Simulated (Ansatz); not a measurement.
# InSe: the cost of one run

Program: Ansatz 0.2.0. Level of theory: DFT, PBE, plane-wave PAW, default files, scalar-relativistic, as far as a step names no other. These are calculated values, not measurements.

1 further run of the same task is left out (it didn't finish).

## Step 1: The structure to begin with

Symmetry: P6_3/mmc, No. 194, hexagonal system. The conventional cell has a = 4.050 Å, b = 4.050 Å, c = 16.930 Å, α = 90.00°, β = 90.00°, γ = 120.00°. In (site symmetry 3m) has 3 Se at 2.52 Å as nearest neighbours. Around Se (site symmetry 3m) lie 3 In at 2.52 Å.

Coordinates:

```xyz
8
Lattice="4.0500 0.0000 0.0000 -2.0250 3.5074 0.0000 0.0000 0.0000 16.9300" Properties=species:S:1:pos:R:3 pbc="T T T"
In    0.0000    2.3383    2.6580
In    2.0250    1.1691   11.1230
In    0.0000    2.3383    5.8070
In    2.0250    1.1691   14.2720
Se    0.0000    2.3383   10.1919
Se    2.0250    1.1691    1.7269
Se    0.0000    2.3383   15.2031
Se    2.0250    1.1691    6.7381
```

The earlier run gave: no gap over 0.1 eV on the mesh, largest force 2.886 eV/Å, pressure 7.6 GPa.

Like atoms gathered into sites:

| site | atoms | first shell | V_zz (10²¹ V/m²) | η | C_Q (MHz) |
| --- | --- | --- | --- | --- | --- |
| In | 1, 2, 3, 4 | 3 Se at 2.52 Å | -2.91 | 0.00 | -54.2 (¹¹⁵In) |
| Se | 5, 6, 7, 8 | 3 In at 2.52 Å | -19.32 | 0.00 | – |

V_zz is the principal component of the electric field gradient with the largest magnitude, η = (V_xx − V_yy)/V_zz and C_Q = eQV_zz/h. Nuclear quadrupole moments: year-2017 set (Pyykkö). A dash under C_Q marks elements without a common quadrupolar isotope.

## Step 2: Z stretched by +3 %, ions relaxed

Input file input.yaml:

```yaml
crystal:
  lattice:
    - [4.0499987506, 0.0, 0.0]
    - [-2.0249993753, 3.5074018033, 0.0]
    - [0.0, 0.0, 17.4379]
  atoms:
    - { symbol: In, position: [0.3333333333, 0.6666666667, 0.1672880857] }
    - { symbol: In, position: [0.6666666667, 0.3333333333, 0.6672880857] }
    - { symbol: In, position: [0.3333333333, 0.6666666667, 0.3327119143] }
    - { symbol: In, position: [0.6666666667, 0.3333333333, 0.8327119143] }
    - { symbol: Se, position: [0.3333333333, 0.6666666667, 0.5917978027] }
    - { symbol: Se, position: [0.6666666667, 0.3333333333, 0.0917978027] }
    - { symbol: Se, position: [0.3333333333, 0.6666666667, 0.9082021973] }
    - { symbol: Se, position: [0.6666666667, 0.3333333333, 0.4082021973] }
kpoints:
  mp_grid: { grid: [13, 13, 3] }
scf:
  occupations: { method: fermi_dirac, width: 0.05 }
hamiltonian:
  xc: pbe
  pseudopotentials: { kind: paw }
output:
  forces: true
  stress: true
  populations: true
  efg: { quadrupole_moments_barn: { In: 0.772 }, contact_densities: true }
relax:
  f_tol: 0.02
  max_steps: 60
```

The run is started by

```console
> ansatz run input.yaml --threads 1 --pin off --max-ram 3072MiB --backend cpu --events-out ev --progress --plain --runs-dir out
```

What time and memory should one allow on 1 thread of Intel Xeon 6975P-C (Granite Rapids), shared host?

About 94 s, with a peak of 0.95 GiB.
